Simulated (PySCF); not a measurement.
# H3O3Pb (Pb(OH)3+): the cost of one run

Computed with PySCF 2.14.0. Level: r2SCAN, Pb def2-SVP with ECP60, O def2-SVP, H def2-SVP; scalar-relativistic core potentials, no spin–orbit coupling.

5 further runs of the same task are left out: 2 for a known fault of the program, 1 that didn't finish, 2 set aside as unsound or not needed. Runs told in other sessions of the task aren't counted.

## 1. The starting structure

7 atoms, charge 1, spin multiplicity 1.

Bond lengths: Pb1–O2 1.918 Å, Pb1–O4 1.918 Å, Pb1–O6 1.918 Å, O2–H3 0.966 Å, O4–H5 0.966 Å, O6–H7 0.966 Å. Angles: O2–Pb1–O4 108.9°, O2–Pb1–O6 108.9°, O4–Pb1–O6 108.9°, Pb1–O2–H3 158.7°, Pb1–O4–H5 158.7°, Pb1–O6–H7 158.7°.

Coordinates:

```
Pb    0.0000    0.0000    0.0000
O     1.8026    0.0000   -0.6564
H     2.7680    0.0000   -0.6354
O    -0.9013    1.5611   -0.6564
H    -1.3840    2.3972   -0.6354
O    -0.9013   -1.5611   -0.6564
H    -1.3840   -2.3972   -0.6354
```

Formal oxidation states: Pb +4.

## 2. SCF at the start, singlet

run.py (the lines that set the calculation)

```python
mol = gto.M(atom='''
Pb     0.00000     0.00000     0.00000
O      1.80260     0.00000    -0.65640
H      2.76800     0.00000    -0.63540
O     -0.90130     1.56110    -0.65640
H     -1.38400     2.39720    -0.63540
O     -0.90130    -1.56110    -0.65640
H     -1.38400    -2.39720    -0.63540''',
    basis={'Pb': 'def2-SVP', 'O': 'def2-SVP', 'H': 'def2-SVP'},
    ecp={'Pb': 'def2-SVP'},
    charge=1, spin=0)
mf = dft.RKS(mol, xc='R2SCAN')
mf.grids.atom_grid = (50, 194)
mf = mf.density_fit()  # fitting sets: Pb def2-universal-JKFIT, O def2-universal-JKFIT, H def2-universal-JKFIT
mf.conv_tol = 1e-08; mf.max_cycle = 55
mf.kernel(dm0)  # dm0: free metal ions and neutral atoms
```

The run is started by

```bash
> OMP_NUM_THREADS=2 python run.py
```

**Question.** How long does this run take on 2 threads of Arm Neoverse V1, shared host, and how much memory does it need?

About 3.1 s, with a peak of 0.44 GiB.
